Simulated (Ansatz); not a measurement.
This script drives Ansatz 0.2.0, Python API.

Script `ch7al2b.py`:
```python
from pathlib import Path

import ansatz as az
import numpy as np

BASIS_SET = "def2-SVP"

GEOMETRY = """
C    -1.67520    0.41960   -0.44730
B    -1.17370   -0.07290    0.92720
Al    0.80230   -0.51840    1.12220
Al    2.43000   -0.20260   -0.80940
H    -1.20690    1.40380   -0.74210
H    -1.53660   -0.27530   -1.25100
H    -2.78780    0.65170   -0.37460
H    -1.86240   -0.19520    1.83840
H     1.40300   -1.04140    2.57170
H     3.91220   -0.55330   -0.64530
H     1.76060    0.32680   -2.16920
"""


def main() -> None:
    mol = az.Crystal.molecule()
    for line in GEOMETRY.strip().splitlines():
        symbol, *xyz = line.split()
        mol = mol.atom(symbol, [float(v) for v in xyz])

    setup = mol.calculation().basis(gaussian=BASIS_SET)

    print("functional    E (Ha)        dipole (D)   HOMO (eV)  LUMO (eV)")
    for name in ["hf", "r2scan0", "hse06", "cam_b3lyp", "b3lyp"]:
        report = setup.functional(name).forces().orbitals().run(threads=1, runs_dir="runs").report
        lines = Path(report["orbitals_path"]).read_text().splitlines()
        field_of = lambda key: [line.split("=")[1].strip() for line in lines if line.startswith(key)]
        orbitals = [(27.211386 * float(e), s, float(n)) for e, s, n in zip(field_of("Ene="), field_of("Spin="), field_of("Occup="))]
        homo = max(e for e, _, n in orbitals if n > 0.5)
        lumo = min(e for e, _, n in orbitals if n < 0.5)
        dipole = 4.803205 * np.linalg.norm(report["charge_distribution"]["dipole_moment_e_ang"])
        print(f"{name:10s} {report['free_energy_ev'] / 27.211386246:14.6f} {dipole:9.3f} {homo:11.3f} {lumo:10.3f}")


if __name__ == "__main__":
    main()
```

It is started by `python ch7al2b.py`. Estimate its wall time and peak memory on 1 thread of Arm Neoverse V1, with other jobs on the host.

It took about 24 s, with a peak of 0.3 GiB, for 5 runs of the engine.

```console
$ python ch7al2b.py
functional    E (Ha)        dipole (D)   HOMO (eV)  LUMO (eV)
hf            -550.176116     1.161      -8.466     -0.248
r2scan0       -551.608526     1.400      -6.289     -3.099
hse06         -551.386091     1.441      -5.766     -3.537
cam_b3lyp     -551.680330     1.337      -7.345     -2.073
b3lyp         -551.778459     1.408      -5.951     -3.288
```

What to keep in mind:
- Total energies depend on the basis set; only differences at equal settings carry meaning.
- The geometry is a force-field or estimated start, not a minimum of this method, and the basis set is short of its limit. A lower total doesn't mark the better method: functionals have no common bound, and MP2 and coupled cluster aren't variational.
- b3lyp holds the VWN-RPA fit, as in Gaussian; the form of ORCA and Turbomole is b3lyp5.
- Levels such as HOMO and LUMO are orbital energies: with these approximate functionals they aren't the ionisation energy and electron affinity, and their gap isn't the fundamental gap.
- hse06 follows the composition of plane-wave codes, whose totals differ by tens of mHa, up to about 0.1 Ha, from the form usual in Gaussian-basis programs (wpbeh).

(Lines on the test bed's own set-up are left out of the output.)
